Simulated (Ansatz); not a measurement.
**ClGaH2O: one species, many methods**

The task here is to estimate one member of a computed series from the others.

Computed with Ansatz 0.2.0, Gaussian basis. Level: functionals in def2-TZVPP, the program's frozen cores in correlated methods.

Plan: LDA (SPW92), PBE-D4, revPBE-D4, BLYP-D4, r2SCAN-D4, B97M-V, PBE0-D4, B3LYP-D4, r2SCANh-D4, r2SCAN0-D4, HSE06-D4, BHLYP-D4, CAM-B3LYP-D4, LC-ωPBE, ωB97X-V, ωB97M-V, B2PLYP, PBE-QIDH; CCSD(T)/def2-SVP; CCSD(T)/def2-TZVPP; MP2/def2-QZVPP; extrapolation to the limit; RPA on PBE.

**The relaxed structure**

An earlier PBE0-D4 in a triple-zeta def2 set relaxation fixed the geometry.

SMILES `[OH][GaH][Cl]`, 5 atoms, charge 0, spin multiplicity 1.

Atoms are counted from 1 here; the program's logs count them from 0.

Bond lengths: O1–Ga2 1.772 Å, O1–H4 0.960 Å, Ga2–Cl3 2.145 Å, Ga2–H5 1.541 Å. Angles: Ga2–O1–H4 113.5°, O1–Ga2–Cl3 115.0°, O1–Ga2–H5 122.5°, Cl3–Ga2–H5 122.5°.

Set-up of the first run:

Input file in.yaml:

```yaml
crystal:
  periodic: [false, false, false]
  atoms:
    - {symbol: O, position_ang: [-1.152400, 0.516043, -0.496905]}
    - {symbol: Ga, position_ang: [0.469975, 0.208136, 0.146209]}
    - {symbol: Cl, position_ang: [0.927459, -1.856566, 0.504638]}
    - {symbol: H, position_ang: [-1.672285, -0.281767, -0.622279]}
    - {symbol: H, position_ang: [1.477151, 1.340555, 0.426935]}
basis:
  gaussian: {orbitals: def2-TZVPP}
hamiltonian: {xc: lda}
output: {orbitals: {seedname: orbitals}}
```

Steps of the session up to this table: LDA; PBE-D4 (GGA); revPBE-D4 (GGA); BLYP-D4 (GGA); r2SCAN-D4 (meta-GGA); B97M-V (meta-GGA); PBE0-D4 (hybrid); B3LYP-D4 (hybrid); r2SCANh-D4 (hybrid); r2SCAN0-D4 (hybrid); HSE06-D4 (hybrid); BHLYP-D4 (hybrid); CAM-B3LYP-D4 (range-separated); LC-ωPBE-D4 (range-separated; the results give it without D4); ωB97X-V (range-separated); ωB97M-V (range-separated); B2PLYP (double hybrid); PBE-QIDH (double hybrid).

One table of the session follows, with a row left open; its other results are not shown here.

It belongs to the step «Orbital energies across the functionals». 

| functional | HOMO (eV) | gap (eV) |
| --- | --- | --- |
| LDA (SPW92) | -7.66 | 5.46 |
| PBE-D4 | -7.50 | 5.58 |
| revPBE-D4 | -7.44 | 5.64 |
| BLYP-D4 | -7.35 | 5.48 |
| r2SCAN-D4 | -7.86 | 6.22 |
| B97M-V | -7.95 | 6.10 |
| PBE0-D4 | -8.95 | 7.81 |
| B3LYP-D4 | -8.67 | 7.25 |
| r2SCANh-D4 | -8.39 | 7.03 |
| r2SCAN0-D4 | -9.19 | 8.23 |
| HSE06-D4 | -8.54 | 7.04 |
| BHLYP-D4 | -10.26 | 9.83 |
| CAM-B3LYP-D4 | -10.34 | 10.08 |
| LC-ωPBE | -11.77 | 12.72 |
| ωB97X-V | -11.39 | 12.19 |
| ωB97M-V | ? | ? |

**Question.** Estimate the row for ωB97M-V.

**Answer.** HOMO (eV): -11.23; gap (eV): 11.81. In the column «HOMO (eV)» it lies between ωB97X-V (-11.39) and CAM-B3LYP-D4 (-10.34).
